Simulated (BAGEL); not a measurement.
# C2H7BO (SMILES CB(C)O) at HF/6-31G(d) (density fitting with qzvpp-jkfit, spherical functions)

Aim: the vertical singlet–triplet gap of C2H7BO at HF/6-31G* (density fitting with qzvpp-jkfit, spherical functions), from 2 runs. 

The calculation is run with BAGEL 1.2.2.

3 further runs of the same task are left out: 1 that didn't finish, 2 set aside as unsound or not needed.

### Step 1. The structure to begin with

The species is C2H7BO (11 atoms), meant as a singlet with charge 0. SMILES: `CB(C)O`. The shape is that of a PBE0-D4/def2-TZVP optimisation.

Bond lengths: C1–B2 1.569 Å, B2–C3 1.576 Å, B2–O4 1.364 Å, C1–H5 1.091 Å, C1–H6 1.097 Å, C1–H7 1.094 Å, C3–H8 1.094 Å, C3–H9 1.097 Å, C3–H10 1.094 Å, O4–H11 0.961 Å. Some angles: C1–B2–C3 122.0°, C1–B2–O4 116.9°, C3–B2–O4 121.1°, B2–C1–H5 112.9°, B2–C1–H6 109.3°, B2–C1–H7 111.9°, B2–C3–H8 114.6°, B2–C3–H9 109.2°, B2–C3–H10 111.5°, B2–O4–H11 112.9°.

### Step 2. A single-point energy at HF/6-31G(d) (density fitting with qzvpp-jkfit, spherical functions)

calc.json reads:

```json
{ "bagel": [

{
  "title": "molecule",
  "basis": "6-31gs.json",
  "df_basis": "qzvpp-jkfit",
  "angstrom": true,
  "geometry": [
    { "atom": "C", "xyz": [      -0.082200,       1.350800,      -0.617000 ] },
    { "atom": "B", "xyz": [      -0.214900,      -0.175100,      -0.275700 ] },
    { "atom": "C", "xyz": [       0.473200,      -0.810900,       0.991300 ] },
    { "atom": "O", "xyz": [      -0.955400,      -0.936000,      -1.131500 ] },
    { "atom": "H", "xyz": [      -0.432600,       1.593600,      -1.621600 ] },
    { "atom": "H", "xyz": [      -0.678300,       1.935200,       0.094500 ] },
    { "atom": "H", "xyz": [       0.946400,       1.705800,      -0.503200 ] },
    { "atom": "H", "xyz": [       0.148100,      -1.829800,       1.222900 ] },
    { "atom": "H", "xyz": [       1.558200,      -0.841600,       0.835000 ] },
    { "atom": "H", "xyz": [       0.320800,      -0.194800,       1.882300 ] },
    { "atom": "H", "xyz": [      -1.018100,      -1.854200,      -0.856300 ] }
  ]
},

{ "title": "hf" },

{ "title": "print", "file": "orbitals.molden", "orbitals": true }

]}
```

The basis set 6-31G* is read from a file made from the Basis Set Exchange's data (not shown).

On the command line:

```console
$ BAGEL_NUM_THREADS=1 BAGEL calc.json > calc.out
```

Standard output:

```text
* using 1 threads per process

  ===============================================================
  ===============================================================

  *** Geometry ***

  { "atom" : "C", "xyz" : [     -0.155335,      2.552642,     -1.165961 ] },
  { "atom" : "B", "xyz" : [     -0.406102,     -0.330891,     -0.520997 ] },
  { "atom" : "C", "xyz" : [      0.894218,     -1.532379,      1.873286 ] },
  { "atom" : "O", "xyz" : [     -1.805444,     -1.768784,     -2.138225 ] },
  { "atom" : "H", "xyz" : [     -0.817496,      3.011468,     -3.064380 ] },
  { "atom" : "H", "xyz" : [     -1.281801,      3.656998,      0.178579 ] },
  { "atom" : "H", "xyz" : [      1.788437,      3.223495,     -0.950910 ] },
  { "atom" : "H", "xyz" : [      0.279868,     -3.457821,      2.310946 ] },
  { "atom" : "H", "xyz" : [      2.944571,     -1.590394,      1.577921 ] },
  { "atom" : "H", "xyz" : [      0.606224,     -0.368119,      3.557031 ] },
  { "atom" : "H", "xyz" : [     -1.923930,     -3.503930,     -1.618172 ] },

  Number of auxiliary basis functions:      428

  Since a DF basis is specified, we compute 2- and 3-index integrals:
    o Being stored without compression. Storage requirement is 0.017 GB

  Number of basis functions:       70
  Number of electrons      :       32

    * METHOD: MOLECULE                             0.16

  *** RHF ***

  === Nuclear Repulsion ===
   113.5498242436

      * DIIS with orbital gradients will be used.

  === RHF iteration (6-31gs.json) ===
      0       -179.21011601          0.02319401           0.03
      1       -179.37025946          0.01226116           0.03
      2       -179.41915288          0.00225769           0.03
      3       -179.42112392          0.00067088           0.03
      4       -179.42130408          0.00007948           0.03
      5       -179.42130846          0.00001368           0.03
      6       -179.42130860          0.00000433           0.03
      7       -179.42130861          0.00000139           0.03
      8       -179.42130861          0.00000038           0.03
      9       -179.42130861          0.00000012           0.03
     10       -179.42130861          0.00000005           0.03
     11       -179.42130861          0.00000001           0.03
     12       -179.42130861          0.00000000           0.03
    * SCF iteration converged.

    * Permanent dipole moment:
           (   -0.153982,     0.437289,    -0.416209) a.u.

    * METHOD: HF                                   0.47

    * METHOD: PRINT                                0.01

  ===============================================================
```

Wall time 0.86 s (1 thread of Intel Xeon Platinum 8488C (Sapphire Rapids), shared host).

### Step 3. The triplet

input.json reads:

```json
{ "bagel": [

{
  "title": "molecule",
  "basis": "6-31gs.json",
  "df_basis": "qzvpp-jkfit",
  "angstrom": true,
  "geometry": [
    { "atom": "C", "xyz": [   -0.082200,    1.350800,   -0.617000 ] },
    { "atom": "B", "xyz": [   -0.214900,   -0.175100,   -0.275700 ] },
    { "atom": "C", "xyz": [    0.473200,   -0.810900,    0.991300 ] },
    { "atom": "O", "xyz": [   -0.955400,   -0.936000,   -1.131500 ] },
    { "atom": "H", "xyz": [   -0.432600,    1.593600,   -1.621600 ] },
    { "atom": "H", "xyz": [   -0.678300,    1.935200,    0.094500 ] },
    { "atom": "H", "xyz": [    0.946400,    1.705800,   -0.503200 ] },
    { "atom": "H", "xyz": [    0.148100,   -1.829800,    1.222900 ] },
    { "atom": "H", "xyz": [    1.558200,   -0.841600,    0.835000 ] },
    { "atom": "H", "xyz": [    0.320800,   -0.194800,    1.882300 ] },
    { "atom": "H", "xyz": [   -1.018100,   -1.854200,   -0.856300 ] }
  ]
},
{
  "title": "rohf",
  "charge": 0,
  "nopen": 2
},
{
  "title": "print",
  "file": "orbitals.molden",
  "orbitals": true
}

]}
```

The basis set 6-31G* is read from a file made from the Basis Set Exchange's data (not shown).

On the command line:

```console
$ BAGEL_NUM_THREADS=1 BAGEL input.json > input.out
```

Standard output:

```text
* using 1 threads per process

  ===============================================================
  ===============================================================

  *** Geometry ***

  { "atom" : "C", "xyz" : [     -0.155335,      2.552642,     -1.165961 ] },
  { "atom" : "B", "xyz" : [     -0.406102,     -0.330891,     -0.520997 ] },
  { "atom" : "C", "xyz" : [      0.894218,     -1.532379,      1.873286 ] },
  { "atom" : "O", "xyz" : [     -1.805444,     -1.768784,     -2.138225 ] },
  { "atom" : "H", "xyz" : [     -0.817496,      3.011468,     -3.064380 ] },
  { "atom" : "H", "xyz" : [     -1.281801,      3.656998,      0.178579 ] },
  { "atom" : "H", "xyz" : [      1.788437,      3.223495,     -0.950910 ] },
  { "atom" : "H", "xyz" : [      0.279868,     -3.457821,      2.310946 ] },
  { "atom" : "H", "xyz" : [      2.944571,     -1.590394,      1.577921 ] },
  { "atom" : "H", "xyz" : [      0.606224,     -0.368119,      3.557031 ] },
  { "atom" : "H", "xyz" : [     -1.923930,     -3.503930,     -1.618172 ] },

  Number of auxiliary basis functions:      428

  Since a DF basis is specified, we compute 2- and 3-index integrals:
    o Being stored without compression. Storage requirement is 0.017 GB

  Number of basis functions:       70
  Number of electrons      :       32

    * METHOD: MOLECULE                             0.16

  *** Open-shell HF ***

  === Nuclear Repulsion ===
   113.5498242436

      * DIIS with orbital gradients will be used.

  === ROHF iteration (6-31gs.json) ===
      0       -178.93428126          0.04559104           0.06
      1       -179.07998794          0.02566135           0.06
      2       -179.11600689          0.01639596           0.06
      3       -179.13914152          0.00158798           0.06
      4       -179.13948610          0.00059868           0.06
      5       -179.13960908          0.00020373           0.06
      6       -179.13964191          0.00006934           0.06
      7       -179.13965205          0.00003565           0.06
      8       -179.13965379          0.00001844           0.06
      9       -179.13965442          0.00001349           0.06
     10       -179.13965432          0.00001334           0.06
     11       -179.13965435          0.00001368           0.06
     12       -179.13965414          0.00001287           0.06
     13       -179.13965366          0.00001124           0.06
     14       -179.13965319          0.00000893           0.06
     15       -179.13965289          0.00000630           0.06
     16       -179.13965281          0.00000399           0.06
     17       -179.13965296          0.00000220           0.06
     18       -179.13965300          0.00000115           0.06
     19       -179.13965301          0.00000080           0.06
     20       -179.13965301          0.00000064           0.06
     21       -179.13965301          0.00000044           0.06
     22       -179.13965301          0.00000041           0.06
     23       -179.13965301          0.00000040           0.06
     24       -179.13965302          0.00000041           0.06
     25       -179.13965301          0.00000039           0.06
     26       -179.13965301          0.00000036           0.06
     27       -179.13965301          0.00000030           0.06
     28       -179.13965300          0.00000019           0.06
     29       -179.13965301          0.00000011           0.06
     30       -179.13965301          0.00000006           0.06
     31       -179.13965301          0.00000003           0.06
     32       -179.13965301          0.00000001           0.06
     33       -179.13965301          0.00000001           0.06
    * SCF iteration converged.

    * S^2 (ROHF) is 2.0000

    * Permanent dipole moment:
           (   -0.397655,     0.132227,    -0.672559) a.u.

    * METHOD: ROHF                                 2.14

    * METHOD: PRINT                                0.01

  ===============================================================
```

It took 2.5 s on 1 thread of Intel Xeon Platinum 8488C (Sapphire Rapids), shared host; peak memory 0.089 GiB.

### Step 4. Summary of results

Level: HF/6-31G* (density fitting with qzvpp-jkfit, spherical functions).

| quantity | value |
| --- | --- |
| singlet: total energy | -179.42131 Eh |
| singlet: dipole moment | 1.58 D |
| singlet: HOMO energy | -11.86 eV |
| singlet: LUMO energy | 5.07 eV |
| singlet: HOMO–LUMO gap | 16.93 eV |
| triplet: total energy | -179.13965 Eh |
| triplet: dipole moment | 2.01 D |
| triplet: ⟨S²⟩ | 2.000 |
| vertical energy of the triplet above the singlet | 7.664 eV |

**Reading.** At this shape the triplet lies 7.66 eV (739 kJ/mol) above the singlet.
